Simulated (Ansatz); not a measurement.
**C2H3Cl2Ga: basis-set convergence**

One table from this session's results is given with a row withheld; the runs are named, their logs left out.

Program: Ansatz 0.2.0, Gaussian basis. Level of theory: one geometry, several basis sets. These are calculated values, not measurements.

Plan: PBE0-D4/def2-SVP; ωB97M-V/def2-SVP; PBE0-D4/def2-QZVPP; ωB97M-V/def2-QZVPP; the functionals' def2-TZVPP values are taken from earlier runs.

### Structure used throughout

An earlier PBE0-D4 in a triple-zeta def2 set relaxation fixed the geometry.

SMILES `C=[CH][Ga]([Cl])[Cl]`, 8 atoms, charge 0, spin multiplicity 1.

Atoms are counted from 1 here; the program's logs count them from 0.

Bond lengths: C1–C2 1.330 Å, C1–H6 1.087 Å, C1–H7 1.086 Å, C2–Ga3 1.928 Å, C2–H8 1.086 Å, Ga3–Cl4 2.132 Å, Ga3–Cl5 2.137 Å. Angles: C2–C1–H6 121.8°, C2–C1–H7 122.1°, H6–C1–H7 116.1°, C1–C2–Ga3 120.4°, C1–C2–H8 119.9°, Ga3–C2–H8 119.6°, C2–Ga3–Cl4 124.2°, C2–Ga3–Cl5 120.4°, Cl4–Ga3–Cl5 115.4°.

Coordinates:

```xyz
8
C2H3Cl2Ga
C     0.7869    0.5351    1.1169
C    -0.1333   -0.3186    0.6764
Ga   -0.6263   -0.3477   -1.1872
Cl   -2.0879   -1.6573   -2.0202
Cl    0.3042    0.9863   -2.5733
H     1.0811    0.5708    2.1631
H     1.2875    1.2359    0.4547
H    -0.6123   -1.0045    1.3695
```

Set-up of the first run:

File in.yaml:

```yaml
crystal:
  periodic: [false, false, false]
  atoms:
    - {symbol: C, position_ang: [0.786911, 0.535067, 1.116899]}
    - {symbol: C, position_ang: [-0.133252, -0.318561, 0.676416]}
    - {symbol: Ga, position_ang: [-0.626258, -0.347728, -1.187178]}
    - {symbol: Cl, position_ang: [-2.087914, -1.657252, -2.020156]}
    - {symbol: Cl, position_ang: [0.304160, 0.986292, -2.573261]}
    - {symbol: H, position_ang: [1.081115, 0.570826, 2.163085]}
    - {symbol: H, position_ang: [1.287513, 1.235856, 0.454697]}
    - {symbol: H, position_ang: [-0.612285, -1.004500, 1.369497]}
basis:
  gaussian: {orbitals: def2-SVP}
hamiltonian: {xc: pbe0, dispersion: d4}
output: {orbitals: {seedname: orbitals}}
```

Run with:

```sh
ansatz run in.yaml --threads 4 --pin off --events-out ev --progress --plain --max-ram 10444MiB
```

Among the steps run: PBE0-D4 in def2-SVP; ωB97M-V in def2-SVP; PBE0-D4 in def2-QZVPP; ωB97M-V in def2-QZVPP.

One table of the session follows, with a row left open; its other results are not shown here.

It belongs to the step «Functionals by basis». 

```
functional       basis  HOMO (eV)  LUMO (eV)
   PBE0-D4    def2-SVP      -8.67      -1.73
   PBE0-D4  def2-TZVPP          ?          ?
   PBE0-D4  def2-QZVPP      -8.76      -1.91
   ωB97M-V    def2-SVP     -10.85       0.23
   ωB97M-V  def2-TZVPP     -10.98       0.03
   ωB97M-V  def2-QZVPP     -11.01      -0.05
```

Q: Estimate the row for PBE0-D4, def2-TZVPP from the others.

**Answer.** HOMO (eV): -8.74; LUMO (eV): -1.86. In the column «HOMO (eV)» it lies between PBE0-D4, def2-QZVPP (-8.76) and PBE0-D4, def2-SVP (-8.67).
